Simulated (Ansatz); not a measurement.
# CH4O2Si: a ladder of functionals and wavefunction methods

One table from this session's results is given with a row withheld; the runs are named, their logs left out.

Computed with Ansatz 0.2.0, Gaussian basis. Level: functionals in def2-TZVPP, the program's frozen cores in correlated methods.

Plan: LDA (SPW92), PBE-D4, revPBE-D4, BLYP-D4, r2SCAN-D4, B97M-V, PBE0-D4, B3LYP-D4, r2SCANh-D4, r2SCAN0-D4, HSE06-D4, BHLYP-D4, CAM-B3LYP-D4, LC-ωPBE, ωB97X-V, ωB97M-V, B2PLYP, PBE-QIDH; CCSD(T)/def2-SVP; CCSD(T)/def2-TZVPP; MP2/def2-QZVPP; extrapolation to the limit; RPA on PBE.

### The geometry

The geometry comes from an earlier relaxation with PBE0-D4 in a triple-zeta def2 set; it is a stationary point, not always the lowest conformer.

SMILES `CO[Si]O`, 8 atoms, charge 0, spin multiplicity 1.

Atoms are counted from 1 here; the program's logs count them from 0.

Bond lengths: C1–O2 1.411 Å, C1–H5 1.092 Å, C1–H6 1.097 Å, C1–H7 1.092 Å, O2–Si3 1.657 Å, Si3–O4 1.644 Å, O4–H8 0.963 Å. Angles: O2–C1–H5 109.5°, O2–C1–H6 112.0°, O2–C1–H7 109.5°, H5–C1–H6 108.6°, H5–C1–H7 108.7°, H6–C1–H7 108.6°, C1–O2–Si3 123.9°, O2–Si3–O4 99.6°, Si3–O4–H8 117.2°.

As a file:

```
C    -0.59574    1.12894   -0.24167
O     0.00294   -0.14857   -0.21611
Si    0.76500   -0.78709    1.10980
O     1.21818   -2.24095    0.49052
H    -0.12400    1.73630   -1.01744
H    -0.49602    1.64944    0.71840
H    -1.65830    1.02824   -0.47428
H     0.97995   -2.42341   -0.42502
```

Set-up of the first run:

in.yaml reads:

```yaml
crystal:
  periodic: [false, false, false]
  atoms:
    - {symbol: C, position_ang: [-0.595745, 1.128939, -0.241673]}
    - {symbol: O, position_ang: [0.002943, -0.148571, -0.216110]}
    - {symbol: Si, position_ang: [0.765000, -0.787087, 1.109800]}
    - {symbol: O, position_ang: [1.218176, -2.240953, 0.490522]}
    - {symbol: H, position_ang: [-0.123998, 1.736301, -1.017437]}
    - {symbol: H, position_ang: [-0.496025, 1.649441, 0.718396]}
    - {symbol: H, position_ang: [-1.658303, 1.028237, -0.474276]}
    - {symbol: H, position_ang: [0.979951, -2.423406, -0.425021]}
basis:
  gaussian: {orbitals: def2-TZVPP}
hamiltonian: {xc: lda}
output: {orbitals: {seedname: orbitals}}
```

Among the steps run: LDA; PBE-D4 (GGA); revPBE-D4 (GGA); BLYP-D4 (GGA); r2SCAN-D4 (meta-GGA); B97M-V (meta-GGA); PBE0-D4 (hybrid); B3LYP-D4 (hybrid); r2SCANh-D4 (hybrid); r2SCAN0-D4 (hybrid); HSE06-D4 (hybrid); BHLYP-D4 (hybrid); CAM-B3LYP-D4 (range-separated); LC-ωPBE-D4 (range-separated; the results give it without D4); ωB97X-V (range-separated); ωB97M-V (range-separated); B2PLYP (double hybrid); PBE-QIDH (double hybrid).

One of the session's tables, all rows but one given; the rest of the session is left out.

It belongs to the step «Frontier levels by functional». 

```
  functional  HOMO (eV)  gap (eV)
 LDA (SPW92)      -5.98      3.95
      PBE-D4          ?         ?
   revPBE-D4      -5.81      4.00
     BLYP-D4      -5.76      4.01
   r2SCAN-D4      -6.07      4.31
      B97M-V      -6.16      4.42
     PBE0-D4      -7.02      5.96
    B3LYP-D4      -6.84      5.59
  r2SCANh-D4      -6.50      5.05
  r2SCAN0-D4      -7.15      6.16
    HSE06-D4      -6.61      5.18
    BHLYP-D4      -8.07      7.91
CAM-B3LYP-D4      -8.36      8.39
     LC-ωPBE      -9.64     10.78
     ωB97X-V      -9.33     10.37
     ωB97M-V      -9.19     10.11
```

Estimate the missing values for PBE-D4.

The run gave: HOMO (eV): -5.86; gap (eV): 3.99. In the column «HOMO (eV)» it lies between LDA (SPW92) (-5.98) and revPBE-D4 (-5.81).
